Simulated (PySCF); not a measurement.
# EuH4O2 (Eu(H2O)23+): the cost of one run

The runs use PySCF 2.14.0; several levels, as the steps say, no spin–orbit coupling.

2 further runs of the same task are left out: 2 for a known fault of the program.

### Step 1. The starting structure

7 atoms, charge 3, spin multiplicity 1.

Bond lengths: Eu1–O2 2.252 Å, Eu1–O5 2.251 Å, O2–H3 0.994 Å, O2–H4 0.993 Å, O5–H6 0.993 Å, O5–H7 0.994 Å. Angles: O2–Eu1–O5 111.2°, Eu1–O2–H3 128.1°, Eu1–O2–H4 129.4°, H3–O2–H4 102.5°, Eu1–O5–H6 129.3°, Eu1–O5–H7 128.0°, H6–O5–H7 102.7°.

As a file:

```
Eu   -0.1894    1.0834    0.0071
O     0.0754   -0.1750    1.8564
H     0.5236    0.0739    2.7081
H    -0.2469   -1.0957    2.0435
O    -0.0349   -0.1671   -1.8588
H     0.2985   -1.0959   -1.9672
H    -0.2767    0.0878   -2.7890
```

Formal oxidation states: Eu +3. Each metal's 6 4f electrons lie in its core potential, so multiplicities, spins and levels count the valence alone. An earlier session relaxed this geometry at PBE0, Eu lcecp-1-SVP with ECP52, O def2-SVP, H def2-SVP (singlet, point group C1).

At PBE0 on the finer grid: E = -186.695644 Eh, HOMO -26.43 eV, LUMO -18.53 eV, Mulliken charge on Eu1 +2.24 e, largest force component 0.018 eV/Å. 

Levels to run: PBE; revPBE; CAM-B3LYP; HF; PBE0, TZVP. Hardware: 2 threads of Arm Neoverse V1, shared host.

### Step 2. PBE

run.py (the lines that set the calculation) reads:

```python
mol = gto.M(atom='''
Eu    -0.18943     1.08341     0.00707
O      0.07537    -0.17500     1.85638
H      0.52356     0.07394     2.70806
H     -0.24692    -1.09574     2.04348
O     -0.03491    -0.16706    -1.85876
H      0.29855    -1.09587    -1.96724
H     -0.27674     0.08777    -2.78899''',
    basis={'Eu': 'lcecp-1-SVP', 'O': 'def2-SVP', 'H': 'def2-SVP'},
    ecp={'Eu': 'lcecp-1-SVP'},
    charge=3, spin=0)
mf = dft.RKS(mol, xc='PBE')
mf.grids.atom_grid = (75, 302)  # f atoms: unpruned, at least (60, 302)
mf = mf.density_fit()  # fitting sets: Eu AutoAux, O def2-universal-JKFIT, H def2-universal-JKFIT
mf.conv_tol = 1e-08; mf.max_cycle = 55
mf.kernel(dm0)  # dm0: the density of the relaxed state
```

Command:

```sh
> OMP_NUM_THREADS=2 python run.py
```

**Question.** How long does this run take on 2 threads of Arm Neoverse V1, shared host?

About 3.8 s.
